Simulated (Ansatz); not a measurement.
# CH₅InSn: basis-set convergence

How large a basis does CH₅InSn need? Two functionals are run in growing sets.

Method: one geometry, several basis sets; program: Ansatz 0.2.0, Gaussian basis.

Plan: PBE0-D4/def2-SVP; ωB97M-V/def2-SVP; PBE0-D4/def2-QZVPP; ωB97M-V/def2-QZVPP; the functionals' def2-TZVPP values are taken from earlier runs.

## (1) The geometry

An earlier PBE0-D4 in a triple-zeta def2 set relaxation fixed the geometry. In, Sn take the def2 core potential; no spin-orbit term is included.

SMILES `[CH2]1[InH][SnH2]1`, 8 atoms, charge 0, spin multiplicity 1.

Atoms are counted from 1 here; the program's logs count them from 0.

Bond lengths: C1–In2 2.151 Å, C1–Sn3 2.234 Å, C1–H4 1.091 Å, C1–H5 1.090 Å, In2–Sn3 2.732 Å, In2–H6 1.702 Å, Sn3–H7 1.716 Å, Sn3–H8 1.716 Å. Angles: In2–C1–Sn3 77.1°, In2–C1–H4 115.8°, In2–C1–H5 115.7°, Sn3–C1–H4 117.4°, Sn3–C1–H5 117.3°, H4–C1–H5 110.2°, C1–In2–Sn3 52.8°, C1–In2–H6 155.0°, Sn3–In2–H6 152.1°, C1–Sn3–In2 50.1°, C1–Sn3–H7 109.4°, C1–Sn3–H8 109.4°, In2–Sn3–H7 126.0°, In2–Sn3–H8 125.9°, H7–Sn3–H8 107.6°.

## (2) PBE0-D4 in def2-SVP

Contents of in.yaml:

```yaml
crystal:
  periodic: [false, false, false]
  atoms:
    - {symbol: C, position_ang: [-0.705165, 0.243441, -0.703915]}
    - {symbol: In, position_ang: [0.113765, 1.507838, 0.831710]}
    - {symbol: Sn, position_ang: [0.736933, -1.106500, 0.339343]}
    - {symbol: H, position_ang: [-1.766759, 0.011440, -0.612327]}
    - {symbol: H, position_ang: [-0.469710, 0.531575, -1.728959]}
    - {symbol: H, position_ang: [0.287803, 2.956850, 1.707683]}
    - {symbol: H, position_ang: [1.904453, -1.671441, -0.783492]}
    - {symbol: H, position_ang: [-0.101320, -2.473213, 0.949967]}
basis:
  gaussian: {orbitals: def2-SVP}
hamiltonian: {xc: pbe0, dispersion: d4}
output: {orbitals: {seedname: orbitals}}
```

Run with:

```sh
$ ansatz run in.yaml --threads 2 --pin off --events-out ev --progress --plain --max-ram 4352MiB
```

The runs that follow: ωB97M-V in def2-SVP; PBE0-D4 in def2-QZVPP; ωB97M-V in def2-QZVPP.

Before running them: what should the planned runs give, taken together? Wanted: PBE0-D4: double and triple zeta above quadruple; ωB97M-V: double and triple zeta above quadruple.

The runs gave:

| quantity | value |
| --- | --- |
| PBE0-D4: double and triple zeta above quadruple | 1.92, 0.16 eV |
| ωB97M-V: double and triple zeta above quadruple | 2.04, 0.16 eV |

In words: PBE0-D4 gains 1.76 eV from double to triple zeta, then 0.16 eV more. Total energies overstate the basis error of differences, where much of it tends to cancel.
